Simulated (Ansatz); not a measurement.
Working through vertical spin-state energies of CHBrCl, SMILES Cl[CH]Br

Computed with Ansatz's Python interface.

Notebook, run cell by cell (the value of a cell's last expression is shown):

```python
import ansatz as az
```

```python
geometry = (
    az.Crystal.molecule()
    .atom('Cl', (-1.4759, 0.1913, -0.6083))
    .atom('C', (0.0594, 0.1194, -0.0242))
    .atom('Br', (0.7218, -1.3894, 0.7321))
    .atom('H', (0.7502, 1.0184, -0.12))
)

base = (
    geometry.calculation()
    .basis(gaussian='def2-SVP')
    .correlation('MP2')
)
found = {}
for unpaired in [1, 3]:
    r = base.spin('collinear', total=unpaired).run(threads=1).report
    s = unpaired / 2
    found[unpaired] = r['free_energy_ev']
    print(f'2S+1 = {unpaired + 1}: E = {found[unpaired]:.5f} eV, <S^2> = {abs(r["mean_field"]["state"]["spin_squared"]):.3f} (pure state {s * (s + 1):.2f})')
lowest = min(found, key=found.get)
for unpaired, e in found.items():
    print(f'multiplicity {unpaired + 1}: {96.485332 * (e - found[lowest]):.1f} kJ/mol above the lowest')
```

    2S+1 = 2: E = -83546.84707 eV, <S^2> = 0.771 (pure state 0.75)
    2S+1 = 4: E = -83540.03827 eV, <S^2> = 3.770 (pure state 3.75)
    multiplicity 2: 0.0 kJ/mol above the lowest
    multiplicity 4: 656.9 kJ/mol above the lowest

In order: multiplicity 2 (+0.00 eV) and multiplicity 4 (+6.81 eV), all at the one geometry.

Total energies depend on the basis set; only differences at equal settings carry meaning. The geometry is a force-field or estimated start, not a minimum of this method, and the basis set is short of its limit. All parts are taken at fixed geometry, without zero-point energy. The species is open-shell (spin multiplicity 2). S² is that of the Hartree-Fock reference. Wall time of the script: 6 s on 1 thread of Arm Neoverse V1, on a shared host, peak memory 0.23 GiB.

(Lines on the test bed's own set-up are left out of the output.)
